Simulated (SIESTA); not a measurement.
Mg2ZnO3:

```
Zn Mg O
1.0
     3.03300    0.00000    0.00000
    -1.51650    2.62665    0.00000
     0.00000    0.00000    7.40332
Zn Mg O
1 2 3
Direct
  0.00000 0.00000 0.00000
  0.66667 0.33333 0.33420
  0.33333 0.66667 0.66580
  0.00000 0.00000 0.50000
  0.66667 0.33333 0.82738
  0.33333 0.66667 0.17262
```

The cell comes from a database or a generator and needn't be the stable form of this composition.

* Program: SIESTA 5.4.2
* Task: single point
* Functional: PBEsol
* Potentials or basis: PseudoDojo 0.4 standard (PBEsol files)
* Basis: DZP (energy shift 0.003 Ry; two zetas on semicore shells)
* Grid cutoff: 800 Ry
* Energy shift: 0.003 Ry
* k mesh: 10 × 10 × 4
* Occupations: fermi-dirac, width 0.05 eV
* Spin: no spin polarisation

On this cell: pressure -3.5 GPa; largest force 0.211 eV/Å; band gap on the k mesh 2.82 eV, indirect (least direct gap 2.90 eV).

The same run follows on a disturbed copy (atoms moved at random, drawn with an rms of 0.05 Å):

```xyz
6
Lattice="3.0330 0.0000 0.0000 -1.5165 2.6267 0.0000 0.0000 0.0000 7.4033" Properties=species:S:1:pos:R:3 pbc="T T T"
Zn    0.0309    0.0305    0.0047
Mg    1.5477    0.8605    2.4781
Mg   -0.0442    1.7530    4.8976
O    -0.0165    0.0156    3.7191
O     1.5226    0.8845    6.1671
O    -0.0315    1.7230    1.2438
```

**Question.** What changes?

**Answer.** The energy moves by +9.1 meV/atom; pressure -3.0 GPa; largest force 1.005 eV/Å; band gap on the k mesh 2.63 eV, indirect (least direct gap 2.66 eV).

Forces on the atoms (eV/Å):
```
Zn  -0.124 -0.149 -0.275
Mg  -0.325  0.056 -0.505
Mg   0.250  0.066  0.971
O    0.048 -0.144 -0.319
O   -0.090  0.004 -0.448
O    0.237  0.165  0.578
```

Stress tensor (GPa, compression positive):
```
-2.94  0.16 -0.19
 0.16 -2.99 -0.25
-0.19 -0.25 -3.01
```

Caveats: short orbitals over semicore shells can move pressures by several GPa; the valence orbitals were made in a potential fitted to the semicore shell under them, which widens gaps by tenths of an eV or more; the basis of atomic orbitals isn't converged, which shifts pressures, moduli and gaps.

A k mesh can miss the band edges.
